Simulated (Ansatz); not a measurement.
# MnHg: how the settings move a single-point run

How sensitive is a single-point run of MnHg to its settings? A reference run comes first, then one run with altered input.

Program: Ansatz 0.2.0. Level of theory: reference: DFT, PBE, all-electron LAPW, scalar-relativistic. These are calculated values, not measurements.

### Step 1. Starting point

Symmetry: P4/mmm, No. 123, tetragonal system. Conventional cell: a = 3.288 Å, b = 3.288 Å, c = 3.313 Å, α = 90.00°, β = 90.00°, γ = 90.00°. Around Mn (site symmetry 4/mmm) lie 8 Hg at 2.85 Å. Hg (site symmetry 4/mmm) is surrounded by 8 Mn at 2.85 Å.

Structure file:

```
CELL_PARAMETERS angstrom
3.28800 0.00000 0.00000
0.00000 3.28800 0.00000
0.00000 0.00000 6.62600
ATOMIC_POSITIONS crystal
Mn 0.50000 0.50000 0.25000
Mn 0.50000 0.50000 0.75000
Hg 0.00000 0.00000 0.00000
Hg 0.00000 0.00000 0.50000
```

### Step 2. Baseline

File input.yaml:

```yaml
crystal:
  lattice:
    - [3.288, 0.0, 0.0]
    - [0.0, 3.288, 0.0]
    - [0.0, 0.0, 6.626]
  atoms:
    - { symbol: Mn, position: [0.5, 0.5, 0.25], spin: 4.0 }
    - { symbol: Mn, position: [0.5, 0.5, 0.75], spin: -4.0 }
    - { symbol: Hg, position: [0.0, 0.0, 0.0] }
    - { symbol: Hg, position: [0.0, 0.0, 0.5] }
magnetization:
  spin_polarized: true
kpoints:
  mp_grid: { grid: [11, 11, 6] }
scf:
  occupations: { method: fermi_dirac, width: 0.05 }
  lower_state_search: "off"
hamiltonian:
  xc: pbe
  pseudopotentials: { kind: all_electron, lapw: { basis_error: 0.0005 } }
output:
  forces: true
  stress: true
  eigenvalues: true
  populations: true
```

Command:

```sh
$ ansatz run input.yaml --threads 2 --pin off --max-ram 6144MiB --backend cpu --events-out ev --progress --plain --runs-dir out
```

### Step 3. Variant: xc rpbe

Edit input.yaml of step 2 so:

```diff
@@ -18,3 +18,3 @@
 hamiltonian:
-  xc: pbe
+  xc: rpbe
   pseudopotentials: { kind: all_electron, lapw: { basis_error: 0.0005 } }
```

**Question.** What will these runs give? Wanted: for each run, ending; energy change; pressure; abs. moment; force.

The runs gave:

| run | ending | energy change | pressure (GPa) | abs. moment (μB) | force (eV/Å) | cycles | time |
| --- | --- | --- | --- | --- | --- | --- | --- |
| reference | converged | - | 1.5 | 8.26 | 0.00 | 15 | 79 s |
| 1: xc rpbe | converged | not comparable | 5.3 | 8.37 | 0.00 | 14 | 77 s |

Residual by cycle in the longest SCF loop of each run; runs are numbered as in the table. The quantity is the density residual dr2, in eV.

| cycle | reference | run 1 |
| --- | --- | --- |
| 1 | 2.98 | 2.91 |
| 2 | 0.0927 | 0.0924 |
| 4 | 0.0741 | 0.0708 |
| 5 | 0.00961 | 0.0391 |
| 6 | 0.00944 | 0.0391 |
| 7 | 8.9e-4 | 0.00102 |
| 9 | 8.7e-5 | 4.3e-4 |
| 10 | 2.3e-5 | 1.0e-5 |
| 11 | 2.7e-5 | 5.2e-7 |
| 12 | 8.4e-6 | 2.0e-7 |
| 14 | 2.7e-7 | 1.3e-8 |
| 15 | 7.1e-8 | - |

**Reading.** After a change of functional the difference of the totals has no physical meaning; the pressure goes from 1.5 to 5.3 GPa and the absolute moment goes from 8.26 to 8.37 μB. At this fixed cell a higher pressure means that this functional prefers a larger volume than the reference.
